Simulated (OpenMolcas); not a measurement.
# Ru⁴⁺ among point charges: CASSCF and CASPT2 levels and susceptibility

How does a field of 6 point charges split the states of Ru⁴⁺, and what χT follows?

Method: state-averaged CASSCF and CASPT2, spin-orbit coupling by RASSI with atomic mean-field integrals. Code: OpenMolcas 26.06.

### Step 1. The atom as given

* Species: Ru⁴⁺ (ruthenium, Z = 44, 40 electrons)
* Basis: ANO-RCC-VDZP [6s5p3d1f], 43 functions
* Scalar Hamiltonian: DKH2, point nucleus
* Inactive shells: 1s 2s 2p 3s 3p 3d 4s 4p
* Active space: 4 electrons in 5 orbitals (4d)
* Some configurations of this space: 4d⁴
* Orbitals: optimised for each spin and parity, averaged over all roots

Outer shells as boxes (Hund's rule):

4d4
```
4d [↑ ][↑ ][↑ ][↑ ][  ]
```

The ion sits among 6 point charges of -0.5 e arranged as a tetragonal octahedron (D4h), 2.04 Å from the ion, with the axial distance 1.958 Å.

The work runs as a chain of OpenMolcas steps in one folder; each step below is one input file. Labels, J, g values, rates, χT and fits are worked out afterwards by a script from the matrices that RASSI stores. The input lists half of the charges; inversion (Group=XYZ) makes the rest.

### Step 2. One- and two-electron integrals

File a.inp:

```
&GATEWAY
Coord
1

Ru 0.0 0.0 0.0
Basis=ANO-RCC-VDZP
Group=XYZ
NoMove
AngMom=0.0 0.0 0.0
AMFI
XField
3 Angstrom 0
2.040000 0.000000 0.000000 -0.500000
0.000000 2.040000 0.000000 -0.500000
0.000000 0.000000 1.958400 -0.500000
&SEWARD
```

### Step 3. CASSCF: quintets of even parity, 5 roots

File a.inp:

```
&RASSCF
FileOrb=start.orb
Symmetry=1
Spin=5
nActEl=4 0 0
Inactive=9 9
Ras2=5 0
CIRoot=5 5 1
SDav=5
CIMx=300
Iter=120 100
PrWF=0.3
OrbListing=Nothing
MaxOrb=0
>>> COPY $Project.JobIph JOB001
```

start.orb holds the contracted functions of the basis, ordered by shell, or the orbitals of the step before.

### Step 4. Reference wave functions, triplets of even parity, 45 roots

File a.inp:

```
&RASSCF
FileOrb=start.orb
Symmetry=1
Spin=3
nActEl=4 0 0
Inactive=9 9
Ras2=5 0
CIRoot=45 45 1
SDav=45
CIMx=300
Iter=120 100
PrWF=0.3
OrbListing=Nothing
MaxOrb=0
>>> COPY $Project.JobIph JOB002
```

### Step 5. CASSCF: singlets of even parity, 50 roots

File a.inp:

```
&RASSCF
FileOrb=start.orb
Symmetry=1
Spin=1
nActEl=4 0 0
Inactive=9 9
Ras2=5 0
CIRoot=50 50 1
SDav=50
CIMx=300
Iter=120 100
PrWF=0.3
OrbListing=Nothing
MaxOrb=0
>>> COPY $Project.JobIph JOB003
```

### Step 6. RASSI: spin-orbit coupling between the states

File a.inp:

```
&RASSI
NrOfJobIphs=3 5 45 50
1 2 3 4 5
1 2 3 4 5 6 7 8 9 10 11 12 13 14 15 16 17 18 19 20 21 22 23 24 25 26 27
28 29 30 31 32 33 34 35 36 37 38 39 40 41 42 43 44 45
1 2 3 4 5 6 7 8 9 10 11 12 13 14 15 16 17 18 19 20 21 22 23 24 25 26 27
28 29 30 31 32 33 34 35 36 37 38 39 40 41 42 43 44 45 46 47 48 49 50
IphNames
JOB001
JOB002
JOB003
EJob
SpinOrbit
DIPRint=1.0
SOCoupling=1000.0
Subsets=2
Property=9
'ANGMOM' 1 'ANGMOM' 2 'ANGMOM' 3 'MLTPL  1' 1 'MLTPL  1' 2 'MLTPL  1' 3
'AMFI' 1 'AMFI' 2 'AMFI' 3
SOProperty=3
'ANGMOM' 1 'ANGMOM' 2 'ANGMOM' 3
```

### Step 7. CASPT2: IPEA 0.25, imaginary shift 0.1 (closed shells correlated: 4s 4p)

File a.inp:

```
>>> COPY JOB001 $Project.JobIph
&CASPT2
Multistate=5 1 2 3 4 5
NoMult
Frozen=8 6
IPEA=0.25
Imaginary=0.1
MaxIter=60
WThr=0.0 0.3 0.05
PrWF=0.5
NoMix
>>> COPY JOB002 $Project.JobIph
&CASPT2
Multistate=45 1 2 3 4 5 6 7 8 9 10 11 12 13 14 15 16 17 18 19 20 21 22
23 24 25 26 27 28 29 30 31 32 33 34 35 36 37 38 39 40 41 42 43 44 45
NoMult
Frozen=8 6
IPEA=0.25
Imaginary=0.1
MaxIter=60
WThr=0.0 0.3 0.05
PrWF=0.5
NoMix
>>> COPY JOB003 $Project.JobIph
&CASPT2
Multistate=50 1 2 3 4 5 6 7 8 9 10 11 12 13 14 15 16 17 18 19 20 21 22
23 24 25 26 27 28 29 30 31 32 33 34 35 36 37 38 39 40 41 42 43 44 45 46
47 48 49 50
NoMult
Frozen=8 6
IPEA=0.25
Imaginary=0.1
MaxIter=60
WThr=0.0 0.3 0.05
PrWF=0.5
NoMix
```

(Steps that only read results are left out.)

Q: Predict the outcome of this session. Wanted: spin-free ground state; first state of the same spin within the active space; lowest level; next level.

As calculated:

| quantity | value |
| --- | --- |
| method | SS-CASPT2, IPEA 0.25, imaginary shift 0.1 (closed shells correlated: 4s 4p) |
| spin-free ground state | 5A1, 1-fold in its orbital part |
| first state of the same spin within the active space | 5B1 at 658 cm⁻¹ |
| lowest level | 1-fold A1 |
| next level | 327.7 cm⁻¹ |
| χT at 300 K | 0.96 cm³ K/mol |
| effective moment at 300 K | 2.77 μB |

Cost by method:

| method | time of its own steps | time with the reference |
| --- | --- | --- |
| A. CASSCF | 37 s | 37 s |
| B. SS-CASPT2, IPEA 0.25, imaginary shift 0.1, +4s 4p | 7.4 s | 44 s |

Times are of one thread on a shared host.

The spin-free ground state (5A1) comes to 100 % from free-ion D terms and keeps the highest spin of the shell. χT at 300 K is 0.96, against 3.01 cm³ K/mol for the spin alone, so spin-orbit coupling lowers it. An active space of the d shell alone favours high spin; real ions in strong fields can be low spin. The field of point charges can differ much from that of real complexes. With metal d orbitals alone active, the gaps between spin states are rough; where two lie within a few thousand cm-1, their order is open. Point charges carry no covalency, so the field is a model and not that of real ligands.
